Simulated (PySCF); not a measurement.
# Si2H4O3F2 (SMILES O[SiH](O)O[SiH](F)F): levels of theory compared

We compute a comparison of 3 runs (HF/3-21G, B3LYP/6-31G*) of Si2H4O3F2. The job is set up through a Python script.

The calculation is run with PySCF 2.14.0.

**1. The molecule**

Si2H4O3F2 has 11 atoms, charge 0, and is taken as a singlet. SMILES: `O[SiH](O)O[SiH](F)F`. Geometry: relaxed at PBE0-D4/def2-TZVP. This is one conformer, not always the lowest.

Bond lengths: O1–Si2 1.634 Å, Si2–O3 1.629 Å, Si2–O4 1.634 Å, O4–Si5 1.602 Å, Si5–F6 1.588 Å, Si5–F7 1.579 Å, O1–H8 0.958 Å, Si2–H9 1.470 Å, O3–H10 0.959 Å, Si5–H11 1.464 Å. Some angles: O1–Si2–O3 113.1°, O1–Si2–O4 104.0°, O3–Si2–O4 111.8°, Si2–O4–Si5 145.4°, O4–Si5–F6 109.0°, O4–Si5–F7 109.6°, F6–Si5–F7 106.9°, O1–Si2–H9 112.9°, O3–Si2–H9 105.8°, O4–Si2–H9 109.3°.

**2. Energy and gradient at HF/3-21G (run 1)**

File input.py:

```python
import pyscf.grad
from pyscf import gto, scf

mol = gto.M(
    atom='''
O     -1.618200    -1.053900    -0.917400
Si    -1.213600     0.143600     0.117600
O     -1.082500    -0.361100     1.661200
O      0.209700     0.700800    -0.461000
Si     1.799600     0.502700    -0.466700
F      2.177000    -0.676200     0.528200
F      2.498500     1.807400     0.083100
H     -2.420900    -1.546300    -0.741100
H     -2.192700     1.239400     0.135900
H     -0.417200    -1.016700     1.880400
H      2.325800     0.203300    -1.799500
''',
    charge=0,
    verbose=4,
    basis='3-21g',
    spin=0,
    max_memory=1860,
)

mf = scf.RHF(mol)
mf.conv_tol = 1e-10
mf.kernel()
if not mf.converged:
    mf = mf.newton().run(mf.mo_coeff, mf.mo_occ)

energy = mf.e_tot
print('E(%s) = %.9f' % ('HF', energy))
grad = mf.Gradients().kernel()
dip = mf.dip_moment()
pop, q = mf.mulliken_pop()
```

Run with:

```console
$ OMP_NUM_THREADS=1 python input.py
```

The log of the run:

```text
PySCF version 2.14.0

[... 65 lines left out ...]
converged SCF energy = -998.620593151242
[... 12 lines left out ...]
Dipole moment(X, Y, Z, Debye): -1.51218, -2.16467, -0.66765
[... 52 lines left out ...]
pop of  4 Si 4py          0.07039
pop of  4 Si 4pz          0.13441
pop of  5 F 1s            1.98464
pop of  5 F 2s            0.43724
pop of  5 F 3s            1.54502
pop of  5 F 2px           0.85145
pop of  5 F 2py           0.79764
pop of  5 F 2pz           0.82093
pop of  5 F 3px           1.05956
pop of  5 F 3py           1.01517
pop of  5 F 3pz           1.02623
pop of  6 F 1s            1.98464
pop of  6 F 2s            0.43841
pop of  6 F 3s            1.54325
pop of  6 F 2px           0.83651
pop of  6 F 2py           0.78333
pop of  6 F 2pz           0.84977
pop of  6 F 3px           1.03749
pop of  6 F 3py           0.99730
pop of  6 F 3pz           1.04689
pop of  7 H 1s            0.41462
pop of  7 H 2s            0.16580
pop of  8 H 1s            0.44183
pop of  8 H 2s            0.84155
pop of  9 H 1s            0.41078
pop of  9 H 2s            0.16387
pop of  10 H 1s           0.44101
pop of  10 H 2s           0.83987
 ** Mulliken atomic charges  **
charge of    0O =     -0.87964
charge of    1Si =      1.78333
charge of    2O =     -0.88693
charge of    3O =     -1.10961
charge of    4Si =      1.86764
charge of    5F =     -0.53788
charge of    6F =     -0.51758
charge of    7H =      0.41958
charge of    8H =     -0.28338
charge of    9H =      0.42534
charge of   10H =     -0.28088
```

It took 6.9 s on 1 thread of Intel Xeon at 2.70GHz, shared host; peak memory 0.15 GiB.

**3. Energy and gradient at B3LYP/6-31G(d) (spherical functions) (run 2)**

File job.py:

```python
# O[SiH](O)O[SiH](F)F
import pyscf.grad
from pyscf import gto, dft

system = gto.M(
    atom=[
    ('O', (-1.618200, -1.053900, -0.917400)),
    ('Si', (-1.213600, 0.143600, 0.117600)),
    ('O', (-1.082500, -0.361100, 1.661200)),
    ('O', (0.209700, 0.700800, -0.461000)),
    ('Si', (1.799600, 0.502700, -0.466700)),
    ('F', (2.177000, -0.676200, 0.528200)),
    ('F', (2.498500, 1.807400, 0.083100)),
    ('H', (-2.420900, -1.546300, -0.741100)),
    ('H', (-2.192700, 1.239400, 0.135900)),
    ('H', (-0.417200, -1.016700, 1.880400)),
    ('H', (2.325800, 0.203300, -1.799500)),
],
    max_memory=1860,
    verbose=4,
    basis='6-31g*',
    spin=0,
    charge=0,
)

myscf = dft.RKS(system, xc='b3lyp')
myscf.grids.level = 5
myscf.conv_tol = 1e-10
myscf.kernel()
if not myscf.converged:
    myscf = myscf.newton().run(myscf.mo_coeff, myscf.mo_occ)

etot = myscf.e_tot
print('Final energy', etot)
grad = myscf.Gradients().kernel()
myscf.analyze()
```

Run with:

```console
$ OMP_NUM_THREADS=1 python job.py
```

The log of the run:

```text
PySCF version 2.14.0

[... 81 lines left out ...]
converged SCF energy = -1007.0425362574
[... 25 lines left out ...]
MO #4   energy= -24.6940224348205  occ= 2
[... 10 lines left out ...]
MO #15  energy= -3.6953313464426   occ= 2
[... 10 lines left out ...]
MO #26  energy= -0.4807857496106   occ= 2
[... 10 lines left out ...]
MO #37  energy= -0.324025536633215 occ= 2
[... 10 lines left out ...]
MO #48  energy= 0.185193772576064  occ= 0
[... 10 lines left out ...]
MO #59  energy= 0.622374128893367  occ= 0
[... 10 lines left out ...]
MO #70  energy= 1.04030667816606   occ= 0
[... 10 lines left out ...]
MO #81  energy= 1.34056089924643   occ= 0
[... 10 lines left out ...]
MO #92  energy= 1.75863840201008   occ= 0
[... 10 lines left out ...]
MO #103 energy= 2.05502346689246   occ= 0
[... 10 lines left out ...]
MO #114 energy= 2.98109950292781   occ= 0
[... 89 lines left out ...]
pop of  5 F 3dxy          0.00188
pop of  5 F 3dyz          0.00484
pop of  5 F 3dz^2         0.00180
pop of  5 F 3dxz          0.00140
pop of  5 F 3dx2-y2       0.00224
pop of  6 F 1s            1.99997
pop of  6 F 2s            1.83595
pop of  6 F 3s            0.00244
pop of  6 F 2px           1.88502
pop of  6 F 2py           1.82885
pop of  6 F 2pz           1.89742
pop of  6 F 3px           0.00067
pop of  6 F 3py           0.00043
pop of  6 F 3pz           0.00107
pop of  6 F 3dxy          0.00389
pop of  6 F 3dyz          0.00311
pop of  6 F 3dz^2         0.00159
pop of  6 F 3dxz          0.00118
pop of  6 F 3dx2-y2       0.00302
pop of  7 H 1s            0.64709
pop of  7 H 2s            0.01390
pop of  8 H 1s            1.12587
pop of  8 H 2s            0.00399
pop of  9 H 1s            0.64845
pop of  9 H 2s            0.01419
pop of  10 H 1s           1.12068
pop of  10 H 2s           0.00437
 ** Mulliken atomic charges  **
charge of    0O =     -0.72287
charge of    1Si =      1.32692
charge of    2O =     -0.71557
charge of    3O =     -0.81184
charge of    4Si =      1.44229
charge of    5F =     -0.47580
charge of    6F =     -0.46460
charge of    7H =      0.33901
charge of    8H =     -0.12986
charge of    9H =      0.33736
charge of   10H =     -0.12505
Dipole moment(X, Y, Z, Debye): -1.29299, -1.81622, -0.34468
```

Run time: 87 s. Hardware: 1 thread of Intel Xeon at 2.70GHz, shared host; peak memory 1.2 GiB.

**4. Energy and forces at B3LYP/6-31G(d) (Cartesian functions) (run 3)**

File run.py:

```python
import pyscf.grad
from pyscf import gto, dft

system = gto.M(
    atom='''
O   -1.618200  -1.053900  -0.917400
Si  -1.213600   0.143600   0.117600
O   -1.082500  -0.361100   1.661200
O    0.209700   0.700800  -0.461000
Si   1.799600   0.502700  -0.466700
F    2.177000  -0.676200   0.528200
F    2.498500   1.807400   0.083100
H   -2.420900  -1.546300  -0.741100
H   -2.192700   1.239400   0.135900
H   -0.417200  -1.016700   1.880400
H    2.325800   0.203300  -1.799500
''',
    charge=0,
    max_memory=1860,
    basis='6-31g*',
    verbose=4,
    cart=True,
)

calc0 = dft.RKS(system)
calc0.xc = 'b3lyp'
calc0.grids.level = 5
calc0.conv_tol = 1e-10
calc0.kernel()
if not calc0.converged:
    calc0 = calc0.newton().run(calc0.mo_coeff, calc0.mo_occ)

etot = calc0.e_tot
print('E = %.10f Eh' % etot)
grad = calc0.Gradients().kernel()
calc0.analyze()
```

Run with:

```console
$ OMP_NUM_THREADS=1 python run.py
```

The log of the run:

```text
PySCF version 2.14.0

[... 102 lines left out ...]
DFT Exchange-Correlation Energy =      -90.448414250145873
[... 12 lines left out ...]
MO #11  energy= -3.72491465488986  occ= 2
[... 10 lines left out ...]
MO #22  energy= -0.56621644952732  occ= 2
[... 10 lines left out ...]
MO #33  energy= -0.382751312070494 occ= 2
[... 10 lines left out ...]
MO #44  energy= 0.134281732933692  occ= 0
[... 10 lines left out ...]
MO #55  energy= 0.403219029569344  occ= 0
[... 10 lines left out ...]
MO #66  energy= 0.932802759418411  occ= 0
[... 10 lines left out ...]
MO #77  energy= 1.20033809204024   occ= 0
[... 10 lines left out ...]
MO #88  energy= 1.54065346727514   occ= 0
[... 10 lines left out ...]
MO #99  energy= 1.84514543365564   occ= 0
[... 10 lines left out ...]
MO #110 energy= 2.58298557283406   occ= 0
[... 10 lines left out ...]
MO #121 energy= 4.3715013579747    occ= 0
[... 96 lines left out ...]
pop of  5  F 3dxz         0.00145
pop of  5  F 3dyy         0.00184
pop of  5  F 3dyz         0.00494
pop of  5  F 3dzz         0.00132
pop of  6  F 1s           1.99997
pop of  6  F 2s           1.83480
pop of  6  F 3s           0.00248
pop of  6  F 2px          1.88517
pop of  6  F 2py          1.82919
pop of  6  F 2pz          1.89720
pop of  6  F 3px          0.00072
pop of  6  F 3py          0.00041
pop of  6  F 3pz          0.00115
pop of  6  F 3dxx         0.00093
pop of  6  F 3dxy         0.00403
pop of  6  F 3dxz         0.00126
pop of  6  F 3dyy         0.00262
pop of  6  F 3dyz         0.00322
pop of  6  F 3dzz         0.00090
pop of  7  H 1s           0.64726
pop of  7  H 2s           0.01360
pop of  8  H 1s           1.12584
pop of  8  H 2s           0.00398
pop of  9  H 1s           0.64863
pop of  9  H 2s           0.01390
pop of  10  H 1s          1.12070
pop of  10  H 2s          0.00435
 ** Mulliken atomic charges  **
charge of    0O =     -0.72329
charge of    1Si =      1.32767
charge of    2O =     -0.71601
charge of    3O =     -0.81249
charge of    4Si =      1.44172
charge of    5F =     -0.47526
charge of    6F =     -0.46407
charge of    7H =      0.33914
charge of    8H =     -0.12982
charge of    9H =      0.33747
charge of   10H =     -0.12506
Dipole moment(X, Y, Z, Debye): -1.29391, -1.81203, -0.34895
```

Run time: 84 s. Hardware: 1 thread of Intel Xeon at 2.70GHz, shared host; peak memory 1.3 GiB.

**5. All runs side by side**

```
run                               level  integration grid  Cartesian functions   energy (Eh)  dipole moment (D)  HOMO energy (eV)  LUMO energy (eV)  wall time
  1                            HF/3-21G                 –                   no   -998.620593               2.72            -13.26              5.22      6.9 s
  2  B3LYP/6-31G* (spherical functions)                 5                   no  -1007.042536               2.26             -8.82              0.87       87 s
  3  B3LYP/6-31G* (Cartesian functions)                 5                  yes  -1007.053175               2.25             -8.83              0.83       84 s
```

**6. What came out**

| quantity | value |
| --- | --- |
| run 3: total energy | -1007.05318 Eh |
| run 3: dipole moment | 2.25 D |
| run 3: HOMO energy | -8.83 eV |
| run 3: LUMO energy | 0.83 eV |
| run 3: HOMO–LUMO gap | 9.66 eV |
| run 3: largest force on an atom | 0.697 eV/Å |

**Reading.** The dipole moment (its size) runs from 2.25 D (B3LYP/6-31G*) to 2.72 D (HF/3-21G). The two ends differ in method and basis. The HOMO–LUMO gap runs from 9.66 eV (B3LYP/6-31G*) to 18.48 eV (HF/3-21G). All runs together took 3 min, the longest 87 s.
